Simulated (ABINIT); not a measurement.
Si2C, 3 atoms in the cell. It takes space group P4/mmm (No. 123, tetragonal). Conventional cell: a = 2.720 Å, b = 2.720 Å, c = 4.813 Å, α = 90.00°, β = 90.00°, γ = 90.00°. Si (site symmetry 4mm) is surrounded by 4 C at 2.25 Å and 2 Si at 2.33 to 2.48 Å. C (site symmetry 4/mmm) is surrounded by 8 Si at 2.25 Å. The cell was built by a generator and needn't be a form met in nature.

* Program: ABINIT 10.8.3 (patched build)
* Task: single point
* Functional: PBE
* Potentials or basis: Ansatz PAW PBE default generated set, frozen core
* Cutoff: 419 eV
* k mesh: 8 × 8 × 4
* Occupations: fermi-dirac, width 0.05 eV
* Spin: no spin polarisation
* Fine-grid cutoff: 838.111 eV

Potentials or basis: Ansatz PAW PBE default generated set, frozen core.

Launch:

```bash
$ abinit run.abi > log 2>&1
```

Hardware: 1 thread of Intel(R) Xeon(R) Platinum 8259CL CPU @ 2.50GHz (Skylake/Cascade Lake), with other jobs on the host.

**Question.** Estimate the wall time of this run.

**Answer.** It took 34 s on 1 thread of Intel(R) Xeon(R) Platinum 8259CL CPU @ 2.50GHz (Skylake/Cascade Lake), on a shared host, peak memory 0.25 GiB. Counts: scf iterations 11, mpi ranks 1, k points 45, bands 10, plane waves 720.
